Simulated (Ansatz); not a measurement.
**ClFGeI radical: how energies converge with the basis set**

How large a basis does ClFGeI radical need? Two functionals are run in growing sets.

Program: Ansatz 0.2.0, Gaussian basis. Level of theory: one geometry, several basis sets. These are calculated values, not measurements.

The runs, in order: PBE0-D4/def2-SVP; ωB97M-V/def2-SVP; PBE0-D4/def2-QZVPP; ωB97M-V/def2-QZVPP; the functionals' def2-TZVPP values are taken from earlier runs.

## 1. The relaxed structure

An earlier PBE0-D4 in a triple-zeta def2 set relaxation fixed the geometry. I takes the def2 core potential; no spin-orbit term is included.

SMILES `[F][Ge]([Cl])[I]`, 4 atoms, charge 0, spin multiplicity 2.

Atoms are counted from 1 here; the program's logs count them from 0.

Bond lengths: F1–Ge2 1.735 Å, Ge2–Cl3 2.150 Å, Ge2–I4 2.525 Å. Angles: F1–Ge2–Cl3 104.5°, F1–Ge2–I4 107.6°, Cl3–Ge2–I4 112.1°.

Coordinates:

```
F    -1.6953   -0.2053    0.1242
Ge   -0.1246    0.5320    0.1317
Cl    0.8903   -0.3769    1.7946
I     0.9851   -0.0100   -2.0706
```

## 2. PBE0-D4 in def2-SVP

in.yaml reads:

```yaml
crystal:
  periodic: [false, false, false]
  atoms:
    - {symbol: F, position_ang: [-1.695259, -0.205263, 0.124159]}
    - {symbol: Ge, position_ang: [-0.124626, 0.531978, 0.131672]}
    - {symbol: Cl, position_ang: [0.890311, -0.376936, 1.794572]}
    - {symbol: I, position_ang: [0.985075, -0.009980, -2.070602]}
basis:
  gaussian: {orbitals: def2-SVP}
magnetization: {spin_polarized: true, initial_magnetization: 1}
hamiltonian: {xc: pbe0, dispersion: d4}
output: {orbitals: {seedname: orbitals}}
```

Launch:

```bash
$ ansatz run in.yaml --threads 4 --pin off --events-out ev --progress --plain --max-ram 10444MiB
```

Further steps of the session: ωB97M-V in def2-SVP; PBE0-D4 in def2-QZVPP; ωB97M-V in def2-QZVPP.

Q: Predict the results of all the runs planned. Wanted: PBE0-D4: double and triple zeta above quadruple; ωB97M-V: double and triple zeta above quadruple.

**Answer**, as computed:

| quantity | value |
| --- | --- |
| PBE0-D4: double and triple zeta above quadruple | 17.02, 1.78 eV |
| ωB97M-V: double and triple zeta above quadruple | 16.95, 1.72 eV |

What this shows: PBE0-D4 gains 15.24 eV from double to triple zeta, then 1.78 eV more. Total energies overstate the basis error of differences, where much of it tends to cancel.
